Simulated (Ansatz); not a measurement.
# SnF2: one species, many methods

An exercise on one series of results from a longer session: the logs are not shown, and one member is left open.

Program: Ansatz 0.2.0, Gaussian basis. Level of theory: functionals in def2-TZVPP, the program's frozen cores in correlated methods. These are calculated values, not measurements.

Levels to be run: LDA (SPW92), PBE-D4, revPBE-D4, BLYP-D4, r2SCAN-D4, B97M-V, PBE0-D4, B3LYP-D4, r2SCANh-D4, r2SCAN0-D4, HSE06-D4, BHLYP-D4, CAM-B3LYP-D4, LC-ωPBE, ωB97X-V, ωB97M-V, B2PLYP, PBE-QIDH; CCSD(T)/def2-SVP; CCSD(T)/def2-TZVPP; CCSD(T)/def2-QZVPP; extrapolation to the limit; RPA on PBE.

## The relaxed structure

An earlier PBE0-D4 in a triple-zeta def2 set relaxation fixed the geometry. Sn takes the def2 core potential; no spin-orbit term is included.

SMILES `[F][Sn][F]`, 3 atoms, charge 0, spin multiplicity 1.

Atoms are counted from 1 here; the program's logs count them from 0.

Bond lengths: F1–Sn2 1.932 Å, Sn2–F3 1.932 Å. Angles: F1–Sn2–F3 95.7°.

Set-up of the first run:

in.yaml reads:

```yaml
crystal:
  periodic: [false, false, false]
  atoms:
    - {symbol: F, position_ang: [-1.297404, 0.293424, -0.686320]}
    - {symbol: Sn, position_ang: [0.327844, 0.730874, 0.262122]}
    - {symbol: F, position_ang: [0.958560, -1.089099, 0.410998]}
basis:
  gaussian: {orbitals: def2-TZVPP}
hamiltonian: {xc: lda}
output: {orbitals: {seedname: orbitals}}
```

Started as:

```console
ansatz run in.yaml --threads 4 --pin off --events-out ev --progress --plain --max-ram 10444MiB
```

Among the steps run: LDA; PBE-D4 (GGA); revPBE-D4 (GGA); BLYP-D4 (GGA); r2SCAN-D4 (meta-GGA); B97M-V (meta-GGA); PBE0-D4 (hybrid); B3LYP-D4 (hybrid); r2SCANh-D4 (hybrid); r2SCAN0-D4 (hybrid); HSE06-D4 (hybrid); BHLYP-D4 (hybrid); CAM-B3LYP-D4 (range-separated); LC-ωPBE (range-separated); ωB97X-V (range-separated); ωB97M-V (range-separated); B2PLYP (double hybrid); PBE-QIDH (double hybrid).

One of the session's tables, all rows but one given; the rest of the session is left out.

It belongs to the step «Frontier levels by functional». 

| functional | HOMO (eV) | LUMO (eV) | gap (eV) |
| --- | --- | --- | --- |
| LDA (SPW92) | -7.76 | -3.73 | 4.03 |
| PBE-D4 | -7.46 | -3.44 | 4.02 |
| revPBE-D4 | -7.37 | -3.33 | 4.04 |
| BLYP-D4 | -7.40 | -3.42 | 3.98 |
| r2SCAN-D4 | -7.80 | -3.38 | 4.43 |
| B97M-V | -7.62 | -3.40 | 4.22 |
| PBE0-D4 | -8.72 | -2.77 | 5.95 |
| B3LYP-D4 | -8.58 | -3.05 | 5.53 |
| r2SCANh-D4 | -8.28 | -3.12 | 5.16 |
| r2SCAN0-D4 | -8.97 | -2.74 | 6.23 |
| HSE06-D4 | -8.32 | -3.13 | 5.18 |
| BHLYP-D4 | -9.88 | -2.12 | 7.75 |
| CAM-B3LYP-D4 | -10.10 | -1.88 | 8.22 |
| LC-ωPBE | -11.23 | -0.70 | 10.52 |
| ωB97X-V | ? | ? | ? |
| ωB97M-V | -10.91 | -0.98 | 9.93 |

Estimate the missing values for ωB97X-V.

The run gave: HOMO (eV): -10.94; LUMO (eV): -0.81; gap (eV): 10.13. In the column «HOMO (eV)» it lies between LC-ωPBE (-11.23) and ωB97M-V (-10.91).
